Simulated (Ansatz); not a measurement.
# CH9B2GaSi: taking an electron away

How much energy removes an electron from CH9B2GaSi at fixed geometry? The cation is run at each level and the neutral's energy taken from earlier runs.

Program: Ansatz 0.2.0, Gaussian basis. Level of theory: unrestricted cation, the program's frozen cores in correlated methods. These are calculated values, not measurements.

The runs, in order: UKS PBE-D4/def2-TZVPP; UKS r2SCAN-D4/def2-TZVPP; UKS PBE0-D4/def2-TZVPP; UKS B3LYP-D4/def2-TZVPP; UKS wB97X-V/def2-TZVPP; UKS wB97M-V/def2-TZVPP; UKS B2PLYP/def2-TZVPP; UHF-CCSD(T)/def2-TZVPP; UHF-MP2/def2-QZVPP; extrapolation to the limit; then −ε(HOMO) from the neutral's earlier runs with LDA (SPW92), PBE-D4, revPBE-D4, BLYP-D4, r2SCAN-D4, B97M-V, PBE0-D4, B3LYP-D4, r2SCANh-D4, r2SCAN0-D4, HSE06-D4, BHLYP-D4, CAM-B3LYP-D4, LC-ωPBE, ωB97X-V, ωB97M-V.

## Step 1: Structure used throughout

All runs share one geometry, relaxed beforehand with PBE0-D4 in a triple-zeta def2 set.

14 atoms, charge 0, spin multiplicity 1.

Atoms are counted from 1 here; the program's logs count them from 0.

Bond lengths: B1–B2 1.536 Å, B1–Ga3 2.172 Å, B1–H6 1.194 Å, B1–H7 1.229 Å, B2–Ga3 2.422 Å, B2–C4 1.509 Å, Ga3–H8 1.581 Å, Ga3–H9 1.570 Å, C4–Si5 1.903 Å, C4–H10 1.094 Å, C4–H11 1.096 Å, Si5–H12 1.483 Å, Si5–H13 1.483 Å, Si5–H14 1.485 Å. Angles: B2–B1–Ga3 79.5°, B2–B1–H6 129.4°, B2–B1–H7 112.0°, Ga3–B1–H6 108.7°, Ga3–B1–H7 81.5°, H6–B1–H7 118.6°, B1–B2–Ga3 61.9°, B1–B2–C4 173.5°, Ga3–B2–C4 117.1°, B1–Ga3–B2 38.6°, B1–Ga3–H8 127.9°, B1–Ga3–H9 112.6°, B2–Ga3–H8 96.9°, B2–Ga3–H9 143.6°, H8–Ga3–H9 118.0°, B2–C4–Si5 106.8°, B2–C4–H10 115.6°, B2–C4–H11 111.4° and more.

Coordinates:

```xyz
14
CH9B2GaSi
B    -0.7754    0.7441    1.7075
B    -0.2717   -0.3903    0.8024
Ga   -1.8995    1.1565   -0.1051
C     0.3323   -1.3910   -0.1525
Si    1.8638   -0.5635   -0.9218
H    -1.5348    0.6995    2.6277
H    -0.2657    1.8245    1.4185
H    -1.3783    1.1287   -1.5976
H    -3.2722    1.8603    0.1839
H    -0.3191   -1.7185   -0.9677
H     0.7277   -2.2641    0.3791
H     1.5220    0.7699   -1.4732
H     2.9127   -0.4205    0.1167
H     2.3581   -1.4356   -2.0179
```

## Step 2: Cation, UKS PBE-D4/def2-TZVPP

The input, in.yaml:

```yaml
crystal:
  periodic: [false, false, false]
  atoms:
    - {symbol: B, position_ang: [-0.775372, 0.744137, 1.707495]}
    - {symbol: B, position_ang: [-0.271664, -0.390271, 0.802368]}
    - {symbol: Ga, position_ang: [-1.899517, 1.156465, -0.105121]}
    - {symbol: C, position_ang: [0.332294, -1.391001, -0.152518]}
    - {symbol: Si, position_ang: [1.863844, -0.563513, -0.921787]}
    - {symbol: H, position_ang: [-1.534795, 0.699461, 2.627693]}
    - {symbol: H, position_ang: [-0.265664, 1.824456, 1.418482]}
    - {symbol: H, position_ang: [-1.378275, 1.128672, -1.597573]}
    - {symbol: H, position_ang: [-3.272236, 1.860339, 0.183937]}
    - {symbol: H, position_ang: [-0.319112, -1.718516, -0.967661]}
    - {symbol: H, position_ang: [0.727680, -2.264088, 0.379132]}
    - {symbol: H, position_ang: [1.522022, 0.769871, -1.473163]}
    - {symbol: H, position_ang: [2.912690, -0.420456, 0.116659]}
    - {symbol: H, position_ang: [2.358094, -1.435565, -2.017943]}
basis:
  gaussian: {orbitals: def2-TZVPP}
total_charge: 1
magnetization: {spin_polarized: true, initial_magnetization: 1}
hamiltonian: {xc: pbe, dispersion: d4}
```

Launch:

```console
> ansatz run in.yaml --threads 2 --pin off --events-out ev --progress --plain --max-ram 32768MiB --backend cuda --devices 0, --max-vram 18GiB
```

Log:

```text
Functional definition: PBE
  name "PBE"
  cite "Perdew, Burke & Ernzerhof, Phys. Rev. Lett. 77, 3865 (1996) doi:10.1103/PhysRevLett.77.3865"
  parent pbe
  parameter kappa = 0.804
  parameter beta = 0.06672455060314922
  exchange = pbe_x(kappa = kappa, mu = beta*pi^2/3)
  correlation = pbe_c(beta = beta)
1705 factors; their error is unknown
mean field evaluation 1: about -62741.1842 eV, gradient 6.9e1 eV
mean field evaluation 2: about -62527.9928 eV, gradient 1.6e2 eV
mean field evaluation 4: about -62761.6919 eV, gradient 2.6e1 eV
mean field evaluation 8: about -62766.9053 eV, gradient 1.4e0 eV
mean field evaluation 16: about -62766.8765 eV, gradient 3.5e-3 eV
mean field evaluation 32: about -62765.4234 eV, gradient 3.0e0 eV
mean field -62766.87650627 eV, -2306.6401666885 hartree, gradient 5.3e-5 eV, S^2 0.753221; 4 other end points of the search recorded, 0 dependent functions left out
reference -62766.87656436 eV, -2306.6401688233 hartree; 35, 34 occupied and 274, 275 virtual orbitals, 1705 factors
Total energy: -62767.18383033 eV, -2306.6514606395 hartree
```

It took 8 s on 1 × H100 (card shared with other runs) with 2 threads of AMD EPYC 7R13, shared host; peak host memory 0.89 GiB.

The neutral molecule at this level: -62775.5885 eV. Difference: 8.405 eV. ⟨S²⟩ = 0.753.

## Step 3: Cation, UKS r2SCAN-D4/def2-TZVPP

Changes to in.yaml since step 2:

```diff
@@ -21,2 +21,2 @@
 magnetization: {spin_polarized: true, initial_magnetization: 1}
-hamiltonian: {xc: pbe, dispersion: d4}
+hamiltonian: {xc: r2scan, dispersion: d4}
```

Same command.

Log, cut to the lines that bear on the results:

```text
Functional definition: r2SCAN
  name "r2SCAN"
  cite "Furness, Kaplan, Ning, Perdew & Sun, J. Phys. Chem. Lett. 11, 8208 (2020) doi:10.1021/acs.jpclett.0c02405"
  cite "Furness, Kaplan, Ning, Perdew & Sun, J. Phys. Chem. Lett. 11, 9248 (2020) doi:10.1021/acs.jpclett.0c03077"
  parent r2scan
[...]
1705 factors; their error is unknown
[...]
mean field -62780.51585784 eV, -2307.1414036137 hartree, gradient 2.1e-5 eV, S^2 0.757207; 2 other end points of the search recorded, 0 dependent functions left out
reference -62780.51587906 eV, -2307.1414043935 hartree; 35, 34 occupied and 274, 275 virtual orbitals, 1705 factors
Total energy: -62780.59125306 eV, -2307.1441743367 hartree
```

Wall time 9 s (1 × H100 (card shared with other runs) with 2 threads of AMD EPYC 7R13, shared host); peak host memory 0.96 GiB.

Less the neutral's -62788.9627 eV (earlier run), this gives 8.371 eV. ⟨S²⟩ = 0.757.

## Step 4: Cation, UKS PBE0-D4/def2-TZVPP

Changes to in.yaml since step 3:

```diff
@@ -21,2 +21,2 @@
 magnetization: {spin_polarized: true, initial_magnetization: 1}
-hamiltonian: {xc: r2scan, dispersion: d4}
+hamiltonian: {xc: pbe0, dispersion: d4}
```

Launched as before.

Log:

```text
Functional definition: PBE0
  name "PBE0"
  cite "Adamo & Barone, J. Chem. Phys. 110, 6158 (1999) doi:10.1063/1.478522"
  cite "Perdew, Burke & Ernzerhof, Phys. Rev. Lett. 77, 3865 (1996) doi:10.1103/PhysRevLett.77.3865"
  parent pbe
  parameter a = 0.25
  parameter kappa = 0.804
  parameter beta = 0.06672455060314922
  exchange = (1 - a)*pbe_x(kappa = kappa, mu = beta*pi^2/3) + a*exact_x
  correlation = pbe_c(beta = beta)
1753 factors; their error is unknown
mean field evaluation 1: about -62751.7608 eV, gradient 5.4e1 eV
mean field evaluation 2: about -62669.4564 eV, gradient 1.1e2 eV
mean field evaluation 4: about -62767.8790 eV, gradient 1.3e1 eV
mean field evaluation 8: about -62769.2173 eV, gradient 3.9e-1 eV
mean field evaluation 16: about -62769.4143 eV, gradient 2.1e-3 eV
mean field -62769.41434651 eV, -2306.7334305972 hartree, gradient 6.0e-5 eV, S^2 0.755334; 0 other end points of the search recorded, 0 dependent functions left out
reference -62769.41439026 eV, -2306.7334322047 hartree; 35, 34 occupied and 274, 275 virtual orbitals, 1753 factors
Total energy: -62769.67844784 eV, -2306.7431361418 hartree
```

Run time: 6 s. Hardware: 1 × H100 (card shared with other runs) with 2 threads of AMD EPYC 7R13, shared host; peak host memory 0.9 GiB.

The neutral molecule at this level: -62778.1316 eV. Difference: 8.453 eV. ⟨S²⟩ = 0.755.

## Step 5: Cation, UKS B3LYP-D4/def2-TZVPP

Changes to in.yaml since step 4:

```diff
@@ -21,2 +21,2 @@
 magnetization: {spin_polarized: true, initial_magnetization: 1}
-hamiltonian: {xc: pbe0, dispersion: d4}
+hamiltonian: {xc: {name: B3LYP}, dispersion: d4}
```

Same command.

Log, cut to the lines that bear on the results:

```text
Functional definition: B3LYP
  name "B3LYP"
  cite "Stephens, Devlin, Chabalowski & Frisch, J. Phys. Chem. 98, 11623 (1994) doi:10.1021/j100096a001"
  cite "Becke, Phys. Rev. A 38, 3098 (1988) doi:10.1103/PhysRevA.38.3098"
  cite "Lee, Yang & Parr, Phys. Rev. B 37, 785 (1988) doi:10.1103/PhysRevB.37.785"
  cite "Vosko, Wilk & Nusair, Can. J. Phys. 58, 1200 (1980) doi:10.1139/p80-159"
[...]
1743 factors; their error is unknown
[...]
mean field -62785.55697261 eV, -2307.3266611642 hartree, gradient 5.2e-5 eV, S^2 0.753887; 0 other end points of the search recorded, 0 dependent functions left out
reference -62785.55731026 eV, -2307.3266735726 hartree; 35, 34 occupied and 274, 275 virtual orbitals, 1743 factors
Total energy: -62786.05595437 eV, -2307.3449984060 hartree
```

Wall time 9.6 s (1 × H100 (card shared with other runs) with 2 threads of AMD EPYC 7R13, shared host); peak host memory 0.9 GiB.

Less the neutral's -62794.5645 eV (earlier run), this gives 8.509 eV. ⟨S²⟩ = 0.754.

## Step 6: Cation, UKS wB97X-V/def2-TZVPP

Changes to in.yaml since step 5:

```diff
@@ -21,2 +21,2 @@
 magnetization: {spin_polarized: true, initial_magnetization: 1}
-hamiltonian: {xc: {name: B3LYP}, dispersion: d4}
+hamiltonian: {xc: {name: wB97X-V}}
```

The command is unchanged.

Log, cut to the lines that bear on the results:

```text
Functional definition: wB97X-V
  name "wB97X-V"
  cite "Mardirossian & Head-Gordon, Phys. Chem. Chem. Phys. 16, 9904 (2014) doi:10.1039/C3CP54374A"
  cite "Becke, J. Chem. Phys. 107, 8554 (1997) doi:10.1063/1.475007"
  cite "Vydrov & Van Voorhis, J. Chem. Phys. 133, 244103 (2010) doi:10.1063/1.3521275"
[...]
      + integral(e_c_pw_opposite_spin*poly(b97_u_opposite, cos0, cos1)) + vv10(b, c)
1743 factors; their error is unknown
452 factors; integrals over basis functions are off by at most 1.1e-5 eV
[...]
mean field -62776.38915496 eV, -2306.9897500798 hartree, gradient 5.0e-5 eV, S^2 0.755223; 0 other end points of the search recorded, 0 dependent functions left out
reference -62776.38915247 eV, -2306.9897499886 hartree; 35, 34 occupied and 274, 275 virtual orbitals, 1743 factors
Total energy: -62776.38915247 eV, -2306.9897499886 hartree
```

Wall time 8.5 s (1 × H100 (card shared with other runs) with 2 threads of AMD EPYC 7R13, shared host); peak host memory 1.1 GiB.

The neutral molecule at this level: -62784.8856 eV. Difference: 8.496 eV. ⟨S²⟩ = 0.755.

## Step 7: Cation, UKS wB97M-V/def2-TZVPP

Changes to in.yaml since step 6:

```diff
@@ -21,2 +21,2 @@
 magnetization: {spin_polarized: true, initial_magnetization: 1}
-hamiltonian: {xc: {name: wB97X-V}}
+hamiltonian: {xc: {name: wB97M-V}}
```

Launched as before.

Log, cut to the lines that bear on the results:

```text
Functional definition: wB97M-V
  name "wB97M-V"
  cite "Mardirossian & Head-Gordon, J. Chem. Phys. 144, 214110 (2016) doi:10.1063/1.4952647"
  cite "Becke, J. Chem. Phys. 107, 8554 (1997) doi:10.1063/1.475007"
  cite "Vydrov & Van Voorhis, J. Chem. Phys. 133, 244103 (2010) doi:10.1063/1.3521275"
  # Of w^i u^j: cxij and so on, Table III.
[...]
  gx(w, u) = 1 - cx + cx01*u + cx10*w
  gss(w, u) = css00 + css04*u^4 + css10*w + css20*w^2 + css43*w^4*u^3
  gos(w, u) = cos00 + cos10*w + (cos20 + cos21*u)*w^2 + (cos60 + cos61*u)*w^6
[...]
      + integral(e_c_pw_mod_opposite_spin*gos(b97_w_opposite, b97_u_opposite)) + vv10(b, c)
1743 factors; their error is unknown
452 factors; integrals over basis functions are off by at most 1.1e-5 eV
[...]
mean field -62777.71319133 eV, -2307.0384075189 hartree, gradient 5.8e-5 eV, S^2 0.753504; 0 other end points of the search recorded, 0 dependent functions left out
reference -62777.71325978 eV, -2307.0384100347 hartree; 35, 34 occupied and 274, 275 virtual orbitals, 1743 factors
Total energy: -62777.71325978 eV, -2307.0384100347 hartree
```

Wall time 11 s (1 × H100 (card shared with other runs) with 2 threads of AMD EPYC 7R13, shared host); peak host memory 1.1 GiB.

The neutral molecule at this level: -62786.2198 eV. Difference: 8.507 eV. ⟨S²⟩ = 0.754.

## Step 8: Cation, UKS B2PLYP (frozen core)/def2-TZVPP

Changes to in.yaml since step 7:

```diff
@@ -21,2 +21,2 @@
 magnetization: {spin_polarized: true, initial_magnetization: 1}
-hamiltonian: {xc: {name: wB97M-V}}
+hamiltonian: {xc: {name: B2PLYP}}
```

Launched as before.

Log, cut to the lines that bear on the results:

```text
Functional definition: B2PLYP
  name "B2PLYP"
  cite "Grimme, J. Chem. Phys. 124, 034108 (2006) doi:10.1063/1.2148954"
  cite "Becke, Phys. Rev. A 38, 3098 (1988) doi:10.1103/PhysRevA.38.3098"
  cite "Lee, Yang & Parr, Phys. Rev. B 37, 785 (1988) doi:10.1103/PhysRevB.37.785"
[...]
1803 factors; integrals over basis functions are off by at most 1.1e-3 eV
[...]
mean field -62760.56749491 eV, -2306.4083147973 hartree, gradient 5.0e-6 eV, S^2 0.758013; 2 other end points of the search recorded, 0 dependent functions left out
17 core orbitals not correlated: weight in the atoms' cores, before any rotation towards them, 1.000 or more for the frozen orbitals, at most 0.000 for the correlated occupied ones
reference -62760.56770849 eV, -2306.4083226463 hartree; 18, 17 occupied and 274, 275 virtual orbitals, 1803 factors
second order -23.95818556 eV of doubles, -0.00000000 eV of singles
Total energy: -62767.03641859 eV, -2306.6460433578 hartree
```

Wall time 14 s (1 × H100 (card shared with other runs) with 2 threads of AMD EPYC 7R13, shared host); peak host memory 1.4 GiB.

Less the neutral's -62775.4983 eV (earlier run), this gives 8.462 eV. ⟨S²⟩ = 0.758.

## Step 9: Cation, UHF-CCSD(T)/def2-TZVPP

Changes to in.yaml since step 8:

```diff
@@ -21,2 +21,3 @@
 magnetization: {spin_polarized: true, initial_magnetization: 1}
-hamiltonian: {xc: {name: B2PLYP}}
+correlation: {method: ccsd_t}
+scf: {omitted_lower_state_checks: [cluster_reference]}
```

The command is unchanged.

Log, cut to the lines that bear on the results:

```text
Functional definition: HF
  name "HF"
  cite "Fock, Z. Phys. 61, 126 (1930) doi:10.1007/BF01340294"
  parent pbe
[...]
1803 factors; integrals over basis functions are off by at most 1.1e-3 eV
[...]
mean field -62704.70155998 eV, -2304.3552795559 hartree, gradient 1.8e-6 eV, S^2 0.765927; 2 other end points of the search recorded, 0 dependent functions left out
17 core orbitals not correlated: weight in the atoms' cores, before any rotation towards them, 1.000 or more for the frozen orbitals, at most 0.000 for the correlated occupied ones
reference -62704.70155998 eV, -2304.3552795559 hartree; 18, 17 occupied and 274, 275 virtual orbitals, 1803 factors
second order -19.34471995 eV of doubles, -0.00000000 eV of singles
cycle   1  -20.20066261 eV  change   -8.6e-1 eV  update   1.2e-1
[...]
cycle  12  -21.05996897 eV  change    4.0e-6 eV  update   3.2e-5
perturbative correction -0.84961205 eV, -0.0312226671 hartree
Total energy: -62726.61114100 eV, -2305.1604418078 hartree
Checks for a lower state left out: cluster_reference
```

Wall time 25 s (1 × H100 (card shared with other runs) with 2 threads of AMD EPYC 7R13, shared host); peak host memory 1.3 GiB.

The neutral molecule at this level: -62735.1831 eV. Difference: 8.572 eV. ⟨S²⟩ = 0.766. T1 = 0.016 (report).

## Step 10: Cation, UHF-MP2/def2-QZVPP

Changes to in.yaml since step 9:

```diff
@@ -18,6 +18,6 @@
 basis:
-  gaussian: {orbitals: def2-TZVPP}
+  gaussian: {orbitals: "def2-QZVPP.json"}
 total_charge: 1
 magnetization: {spin_polarized: true, initial_magnetization: 1}
-correlation: {method: ccsd_t}
+correlation: {method: mp2}
 scf: {omitted_lower_state_checks: [cluster_reference]}
```

Launched as before.

Log, cut to the lines that bear on the results:

```text
Functional definition: HF
  name "HF"
  cite "Fock, Z. Phys. 61, 126 (1930) doi:10.1007/BF01340294"
  parent pbe
[...]
3587 factors; integrals over basis functions are off by at most 9.1e-4 eV
[...]
mean field -62706.18046791 eV, -2304.4096284199 hartree, gradient 8.0e-6 eV, S^2 0.765897; 2 other end points of the search recorded, 0 dependent functions left out
17 core orbitals not correlated: weight in the atoms' cores, before any rotation towards them, 1.000 or more for the frozen orbitals, at most 0.000 for the correlated occupied ones
reference -62706.18046791 eV, -2304.4096284199 hartree; 18, 17 occupied and 565, 566 virtual orbitals, 3587 factors
second order -26.89178987 eV of doubles, -0.00000000 eV of singles
Total energy: -62733.07225778 eV, -2305.3978834697 hartree
Checks for a lower state left out: cluster_reference
```

Run time: 15 s. Hardware: 1 × H100 (card shared with other runs) with 2 threads of AMD EPYC 7R13, shared host; peak host memory 1.3 GiB.

The neutral molecule at this level: -62741.7570 eV. Difference: 8.685 eV. ⟨S²⟩ = 0.766.

## Step 11: The basis-set limit

This step is arithmetic on the last runs, with X = 3 and 4: exp(−7.88√X) for Hartree-Fock, X^−2.97 for correlation; only MP2 was run in the larger set, so CCSD(T) minus MP2 is added from the smaller one.

| level | energy at the limit (eV) |
| --- | --- |
| HF | -62706.3842 |
| MP2 | -62738.8664 |
| CCSD | -62740.5816 |
| CCSD(T) | -62741.4312 |

This is no true limit for total energies: MP2 correlation changes by a factor of 1.39 from triple to quadruple zeta (about 1.07 in light molecules), because outer-core shells are correlated in sets not made for them. Much of that cancels between molecule and atoms or ions.

The neutral's limit, from its own earlier runs, is -62750.1063 eV in the additive form (MP2 limit plus CCSD(T) minus MP2 in triple zeta), in which the cation has -62741.4312 eV.

## Step 12: The ladder

Differences are taken before rounding.

| method | ionisation energy (eV) | from CCSD(T)/CBS (eV) | time |
| --- | --- | --- | --- |
| PBE-D4 | 8.40 | -0.27 | 14 s |
| r2SCAN-D4 | 8.37 | -0.30 | 18 s |
| PBE0-D4 | 8.45 | -0.22 | 11 s |
| B3LYP-D4 | 8.51 | -0.17 | 17 s |
| ωB97X-V | 8.50 | -0.18 | 13 s |
| ωB97M-V | 8.51 | -0.17 | 17 s |
| B2PLYP | 8.46 | -0.21 | 20 s |
| HF/def2-TZVPP | 7.45 | -1.22 |  |
| MP2/def2-TZVPP | 8.63 | -0.04 |  |
| CCSD/def2-TZVPP | 8.49 | -0.19 |  |
| CCSD(T)/def2-TZVPP | 8.57 | -0.10 | 32 s |
| CCSD(T)/CBS | 8.68 | 0 | 54 s |

Among the levels timed on like hardware and quicker than the yardstick, those that no quicker one beats, quickest first: PBE0-D4 (11 s, -0.22 eV); ωB97X-V (13 s, -0.18 eV); B3LYP-D4 (17 s, -0.17 eV); CCSD(T)/def2-TZVPP (32 s, -0.10 eV). Runs this short are mostly start-up, so their order is noise.

Times add the cation's run and the neutral's; HF, MP2 and CCSD come out of the CCSD(T) runs.

For comparison, −ε(HOMO) of the neutral from earlier runs:

| functional | −ε(HOMO) (eV) | by energy difference (eV) |
| --- | --- | --- |
| LDA (SPW92) | 5.79 |  |
| PBE-D4 | 5.66 | 8.40 |
| revPBE-D4 | 5.60 |  |
| BLYP-D4 | 5.49 |  |
| r2SCAN-D4 | 5.84 | 8.37 |
| B97M-V | 5.90 |  |
| PBE0-D4 | 6.62 | 8.45 |
| B3LYP-D4 | 6.42 | 8.51 |
| r2SCANh-D4 | 6.20 |  |
| r2SCAN0-D4 | 6.74 |  |
| HSE06-D4 | 6.23 |  |
| BHLYP-D4 | 7.43 |  |
| CAM-B3LYP-D4 | 7.80 |  |
| LC-ωPBE | 9.08 |  |
| ωB97X-V | 8.76 | 8.50 |
| ωB97M-V | 8.62 | 8.51 |

## Step 13: Results

| quantity | value |
| --- | --- |
| ionisation energy, CCSD(T)/CBS | 8.68 eV |
| nearest functional by difference | B3LYP-D4 (-0.17 eV) |
| nearest −ε(HOMO) | ωB97M-V (-0.05 eV) |
| −ε(HOMO) of PBE | 5.66 eV |
| T1 of the cation | 0.016 |

By cation minus neutral, the functionals miss by 0.30 eV at most. −ε(HOMO) of PBE misses by 3.0 eV, since self-interaction lifts the level. Among orbital estimates ωB97M-V comes nearest. Hartree-Fock falls 1.22 eV short, as the neutral has more correlation energy than the cation. Correlated methods include outer-core shells of Ga, which these sets cover unevenly. With outer-core shells in play the reference is unsure by up to some tenths of an eV, so close misses can't be ranked.

For cost: CCSD(T)/def2-TZVPP gets within 0.10 eV in 32 s, where CCSD(T)/CBS took 54 s.
